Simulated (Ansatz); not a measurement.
**GeH2 (singlet): wave-function methods side by side, cc-pVDZ**

An exercise on one series of results from a longer session: the logs are not shown, and one member is left open.

Method: cc-pVDZ, core rule «outside noble gas», up to 14 orbitals frozen; program: Ansatz 0.2.0, Gaussian basis.

Plan: UHF; CCSD(T) on RHF; CCSD(T) on UHF; BCCD(T) on RHF; CISD; CCSDT(Q) on RHF; CCSDT(Q) on UHF; CISDTQ; CCSDTQ on RHF; CASSCF and MRCISD+Q, 6 electrons in 6 orbitals; CASSCF and NEVPT4(SD), 6 electrons in 6 orbitals; CASSCF and NEVPT2, 6 electrons in 6 orbitals; Full CI; Full CI, several states.

15 further runs of the same task are left out: 1 for a mislabelled method, 5 that didn't finish, 9 set aside as unsound or not needed.

### The geometry

The geometry is a PBE0/def2-TZVP stationary point (not a proven minimum). No spin-orbit coupling is included. The filled d shell of Ge may be among the frozen orbitals whatever the setting's name suggests; the logs give the count.

3 atoms, charge 0, spin multiplicity 1.

Atoms are counted from 1 here; the program's logs count them from 0.

Bond lengths: Ge1–H2 1.594 Å, Ge1–H3 1.594 Å. Angles: H2–Ge1–H3 90.6°.

Coordinates:

```mol
GeH2
  3D, bonds by distance, orders not assigned

  3  2  0  0  0  0  0  0  0  0999 V2000
    0.0000   -0.0303    0.0000 Ge  0  0
    0.0000    1.0906   -1.1335 H   0  0
    0.0000    1.0906    1.1335 H   0  0
  1  2  8  0
  1  3  8  0
M  END
```

Set-up of the first run:

Contents of in.yaml:

```yaml
crystal:
  periodic: [false, false, false]
  atoms:
    - {symbol: Ge, position_ang: [0.000000, -0.030265, 0.000000]}
    - {symbol: H, position_ang: [0.000000, 1.090584, -1.133489]}
    - {symbol: H, position_ang: [0.000000, 1.090579, 1.133493]}
basis:
  gaussian: {orbitals: cc-pVDZ}
magnetization: {spin_polarized: true, initial_magnetization: 0}
hamiltonian: {xc: hf}
output: {orbitals: {seedname: orbitals}}
```

Started as:

```sh
$ ansatz run in.yaml --threads 1 --pin off --events-out ev --progress --plain --max-ram 2393MiB
```

Among the steps run: UHF; CCSD(T) on RHF; CCSD(T) on UHF; BCCD(T) on RHF; CISD; CCSDT(Q) on RHF; CCSDT(Q) on UHF; CISDTQ; CCSDTQ on RHF; CASSCF and MRCISD+Q, 6 electrons in 6 orbitals; CASSCF and NEVPT4(SD), 6 electrons in 6 orbitals; CASSCF and NEVPT2, 6 electrons in 6 orbitals; Full CI; Full CI, several states.

One table of the session follows, with a row left open; its other results are not shown here.

It belongs to the step «Misses and costs». 

```
            method  from FCI (meV)
               RHF         +3066.3
               UHF         +3039.3
              RMP2               ?
              CISD          +194.8
             RCCSD           +70.9
          RCCSD(T)           +16.6
           BCCD(T)           +16.6
            RCCSDT            +2.7
            CISDTQ            +3.8
         RCCSDT(Q)            +0.6
           RCCSDTQ             0.0
    CASSCF valence         +1739.1
    NEVPT2 valence          +530.4
NEVPT4(SD) valence           +79.8
    MRCISD valence           +65.0
  MRCISD+Q valence            +2.6
               FCI               0
```

Estimate the missing values for RMP2.

As computed: from FCI (meV): +788.5. In the column «from FCI (meV)» it lies between NEVPT2 valence (+530.4) and CASSCF valence (+1739.1).

Not comparable, so not listed: CCSD(T) on UHF; CCSDT(Q) on UHF (they don't share determinant, frozen orbitals or solution with the rows shown, or repeat one).
